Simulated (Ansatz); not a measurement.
# C₂H₉NOSi: basis-set convergence

An exercise on one series of results from a longer session: the logs are not shown, and one member is left open.

Method: one geometry, several basis sets; program: Ansatz 0.2.0, Gaussian basis.

The runs, in order: PBE0-D4/def2-SVP; ωB97M-V/def2-SVP; PBE0-D4/def2-QZVPP; ωB97M-V/def2-QZVPP; the functionals' def2-TZVPP values are taken from earlier runs.

### Structure used throughout

An earlier PBE0-D4 in a triple-zeta def2 set relaxation fixed the geometry.

14 atoms, charge 0, spin multiplicity 1.

Atoms are counted from 1 here; the program's logs count them from 0.

Bond lengths: C1–Si2 1.863 Å, C1–H6 1.093 Å, C1–H7 1.093 Å, C1–H8 1.093 Å, Si2–N3 1.737 Å, Si2–C4 1.886 Å, Si2–H9 1.496 Å, N3–H10 1.009 Å, N3–H11 1.008 Å, C4–O5 1.422 Å, C4–H12 1.101 Å, C4–H13 1.095 Å, O5–H14 0.966 Å. Angles: Si2–C1–H6 110.3°, Si2–C1–H7 111.8°, Si2–C1–H8 110.4°, H6–C1–H7 108.6°, H6–C1–H8 108.0°, H7–C1–H8 107.7°, C1–Si2–N3 107.4°, C1–Si2–C4 112.0°, C1–Si2–H9 110.3°, N3–Si2–C4 103.5°, N3–Si2–H9 113.9°, C4–Si2–H9 109.6°, Si2–N3–H10 119.5°, Si2–N3–H11 118.7°, H10–N3–H11 109.8°, Si2–C4–O5 109.5°, Si2–C4–H12 111.1°, Si2–C4–H13 111.1° and more.

The first run:

Input file in.yaml:

```yaml
crystal:
  periodic: [false, false, false]
  atoms:
    - {symbol: C, position_ang: [-1.658546, 0.696496, -0.036158]}
    - {symbol: Si, position_ang: [-0.268290, -0.513969, -0.304894]}
    - {symbol: N, position_ang: [0.196094, -1.124349, 1.253581]}
    - {symbol: C, position_ang: [1.296586, 0.334354, -0.927976]}
    - {symbol: O, position_ang: [1.845261, 1.137287, 0.108945]}
    - {symbol: H, position_ang: [-1.322014, 1.527556, 0.588345]}
    - {symbol: H, position_ang: [-2.519131, 0.225397, 0.445366]}
    - {symbol: H, position_ang: [-1.996030, 1.107268, -0.990797]}
    - {symbol: H, position_ang: [-0.683676, -1.576426, -1.272600]}
    - {symbol: H, position_ang: [0.796449, -1.933107, 1.311103]}
    - {symbol: H, position_ang: [-0.497028, -1.161342, 1.984633]}
    - {symbol: H, position_ang: [2.030388, -0.402708, -1.289955]}
    - {symbol: H, position_ang: [1.078546, 0.990414, -1.776795]}
    - {symbol: H, position_ang: [1.688190, 0.663929, 0.936000]}
basis:
  gaussian: {orbitals: def2-SVP}
hamiltonian: {xc: pbe0, dispersion: d4}
output: {orbitals: {seedname: orbitals}}
```

Command:

```console
$ ansatz run in.yaml --threads 4 --pin off --events-out ev --progress --plain --max-ram 10444MiB
```

Among the steps run: PBE0-D4 in def2-SVP; ωB97M-V in def2-SVP; PBE0-D4 in def2-QZVPP; ωB97M-V in def2-QZVPP.

One table of the session follows, with a row left open; its other results are not shown here.

It belongs to the step «Functionals by basis». 

| functional | basis | HOMO (eV) | LUMO (eV) |
| --- | --- | --- | --- |
| PBE0-D4 | def2-SVP | -6.93 | 1.25 |
| PBE0-D4 | def2-TZVPP | ? | ? |
| PBE0-D4 | def2-QZVPP | -7.21 | 0.22 |
| ωB97M-V | def2-SVP | -9.27 | 2.93 |
| ωB97M-V | def2-TZVPP | -9.51 | 1.97 |
| ωB97M-V | def2-QZVPP | -9.56 | 1.38 |

Estimate the missing values for PBE0-D4, def2-TZVPP.

As computed: HOMO (eV): -7.16; LUMO (eV): 0.54. In the column «HOMO (eV)» it lies between PBE0-D4, def2-QZVPP (-7.21) and PBE0-D4, def2-SVP (-6.93).
